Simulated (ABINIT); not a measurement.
Crystal: RuRh.

```xyz
2
Lattice="2.7094 0.0000 0.0000 -1.3547 2.3464 0.0000 0.0000 0.0000 4.2984" Properties=species:S:1:pos:R:3 pbc="T T T"
Rh    1.3547    0.7821    0.0000
Ru    0.0000    0.0000    2.1492
```

The cell comes from a database or a generator and needn't be the stable form of this composition.

```yaml
Program: ABINIT 10.8.3 (patched build)
Task: relaxation of cell and atoms
Functional: PBE
Potentials_or_basis: JTH PAW PBE v2.0
Cutoff: 435 eV
k_mesh: 11 × 11 × 6
Occupations: fermi-dirac, width 0.05 eV
Spin: no spin polarisation
```

At the start: pressure 5.0 GPa; volume 13.66 Å³/atom.

**Question.** Where does the relaxation end?

**Answer.** Over 5 steps the energy falls by 3.6 meV/atom and the volume is 13.90 Å³/atom (+1.7 %); space group P-6m2 (No. 187, to 0.05 Å).

The path:
```
step  energy change (eV)  largest force (eV/Å)  pressure (GPa)  volume (Å³)
   1              0.0000                0.0000            5.04        27.33
   2             -0.0071                0.0000            0.45        27.75
   3             -0.0072                0.0000            0.01        27.79
   4             -0.0072                0.0000            0.00        27.79
   5             -0.0072                0.0000            0.00        27.79
```

Final structure:
```
CELL_PARAMETERS angstrom
2.72504 0.00000 0.00000
-1.36252 2.35995 0.00000
0.00000 0.00000 4.32200
ATOMIC_POSITIONS crystal
Rh 0.66667 0.33333 0.00000
Ru 0.00000 0.00000 0.50000
```
